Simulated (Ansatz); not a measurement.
# YSnPd: the cost of one run

Program: Ansatz 0.2.0. Level of theory: DFT PBEsol, scalar-relativistic, plane waves, PAW. These are calculated values, not measurements.

## 1. Starting point

The structure is orthorhombic, space group Pnma (No. 62). Conventional cell: a = 7.223 Å, b = 4.616 Å, c = 7.953 Å, α = 90.00°, β = 90.00°, γ = 90.00°. Y (site symmetry m) is surrounded by 6 Pd at 3.11 to 3.37 Å and 6 Sn at 3.19 to 3.32 Å. Around Sn (site symmetry m) lie 4 Pd at 2.68 to 2.88 Å. Around Pd (site symmetry m) lie 4 Sn at 2.68 to 2.88 Å and 3 Y at 3.11 to 3.18 Å.

Structure file:

```xyz
12
Lattice="7.2234 0.0000 0.0000 0.0000 4.6159 0.0000 0.0000 0.0000 7.9528" Properties=species:S:1:pos:R:3 pbc="T T T"
Y     7.1654    1.1540    1.6417
Y     3.5537    1.1540    2.3347
Y     0.0580    3.4620    6.3111
Y     3.6697    3.4620    5.6181
Sn    2.2036    1.1540    7.2543
Sn    5.8153    1.1540    4.6749
Sn    5.0198    3.4620    0.6985
Sn    1.4081    3.4620    3.2779
Pd    1.4718    1.1540    4.6410
Pd    5.0835    1.1540    7.2883
Pd    5.7516    3.4620    3.3119
Pd    2.1399    3.4620    0.6646
```

(A quick probe on a coarse mesh, which set the mesh and smearing, is not shown.)

## 3. The relaxation

The input, input.yaml:

```yaml
crystal:
  lattice:
    - [7.2234090901, 0.0, 0.0]
    - [0.0, 4.61593829, 0.0]
    - [0.0, 0.0, 7.9528371101]
  atoms:
    - { symbol: "Y", position: [0.99197318, 0.25, 0.20643209] }
    - { symbol: "Y", position: [0.49197318, 0.25, 0.29356791] }
    - { symbol: "Y", position: [0.00802682, 0.75, 0.79356791] }
    - { symbol: "Y", position: [0.50802682, 0.75, 0.70643209] }
    - { symbol: Sn, position: [0.30506242, 0.25, 0.91216788] }
    - { symbol: Sn, position: [0.80506242, 0.25, 0.58783212] }
    - { symbol: Sn, position: [0.69493758, 0.75, 0.08783212] }
    - { symbol: Sn, position: [0.19493758, 0.75, 0.41216788] }
    - { symbol: Pd, position: [0.20375418, 0.25, 0.58356138] }
    - { symbol: Pd, position: [0.70375418, 0.25, 0.91643862] }
    - { symbol: Pd, position: [0.79624582, 0.75, 0.41643862] }
    - { symbol: Pd, position: [0.29624582, 0.75, 0.08356138] }
basis:
  ecutwfc: 420
kpoints:
  mp_grid: { grid: [6, 8, 6] }
hamiltonian:
  xc: pbesol
scf:
  occupations: { method: gaussian, width: 0.1 }
output:
  forces: true
  stress: true
  eigenvalues: true
relax:
  adjacent_minimum: "off"
  f_tol: 0.01
  max_steps: 80
  cell: { stress_tol: 0.05 }
```

On the command line:

```sh
ansatz run input.yaml --threads 1 --pin off --max-ram 2560MiB --backend cpu --events-out ev --progress --plain --runs-dir out
```

What time and memory should one allow on 1 thread of Arm Neoverse V1, shared host?

About 13 min, with a peak of 1.5 GiB.
